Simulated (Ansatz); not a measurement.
Run this with the Ansatz DFT code, driven from Python and show what comes out.

`zrnbfe4_disp.py`
```python
import ansatz as az
import numpy as np

VECTORS = np.array([
    [4.9244, 0.0, 0.0],
    [-2.4622, 4.264655, 0.0],
    [0.0, 0.0, 8.046502],
])
SITES = [
    ("Zr", (2 / 3, 1 / 3, 0.93342), 0.0),
    ("Zr", (1 / 3, 2 / 3, 0.06658), 0.0),
    ("Nb", (1 / 3, 2 / 3, 0.444235), 0.0),
    ("Nb", (2 / 3, 1 / 3, 0.555765), 0.0),
    ("Fe", (0.0, 0.0, 0.5), 3.5),
    ("Fe", (0.0, 0.0, 0.0), 3.5),
    ("Fe", (0.832115, 0.167885, 0.255404), 3.5),
    ("Fe", (0.832115, 0.66423, 0.255404), 3.5),
    ("Fe", (0.33577, 0.167885, 0.255404), 3.5),
    ("Fe", (0.167885, 0.832115, 0.744596), 3.5),
    ("Fe", (0.167885, 0.33577, 0.744596), 3.5),
    ("Fe", (0.66423, 0.832115, 0.744596), 3.5),
]


def make_crystal(cell):
    crystal = az.Crystal(lattice=az.Lattice.of(cell))
    for symbol, position, moment in SITES:
        crystal = crystal.atom(symbol, position, moment=moment or None)
    return crystal


def main() -> None:
    atoms = [(site[0], site[1]) for site in SITES]
    print("dispersion energy and pressure at linear scale factors", (1.0, 1.05))
    for functional in (az.Functional.HSE06, az.Functional.PBESOL):
        for method in ("d3bj", "d4"):
            damping = az.dispersion_damping(method=method, xc=functional)
            line = []
            for scale in (1.0, 1.05):
                term = az.pairwise_dispersion(vectors=(VECTORS * scale).tolist(), atoms=atoms, damping=damping, periodic=(True, True, True))
                line.append(f"{term.energy_ev / len(atoms):.4f} eV/atom, {np.trace(term.stress_gpa) / 3:.2f} GPa")
            print(functional.value, method, "|", " | ".join(line))
    print("charges of the D4 model in the last cell:", np.round(term.partial_charges_e, 3))


if __name__ == "__main__":
    main()
```

```console
$ python zrnbfe4_disp.py
dispersion energy and pressure at linear scale factors (1.0, 1.05)
hse06 d3bj | -0.6205 eV/atom, -7.23 GPa | -0.5336 eV/atom, -5.44 GPa
hse06 d4 | -0.2975 eV/atom, -3.26 GPa | -0.2579 eV/atom, -2.49 GPa
pbesol d3bj | -0.4495 eV/atom, -5.15 GPa | -0.3878 eV/atom, -3.85 GPa
pbesol d4 | -0.1809 eV/atom, -1.93 GPa | -0.1576 eV/atom, -1.47 GPa
charges of the D4 model in the last cell: [ 0.272  0.272  0.338  0.338 -0.163 -0.135 -0.154 -0.154 -0.154 -0.154
 -0.154 -0.154]
```

The structure comes from a database and needn't be a stable phase.
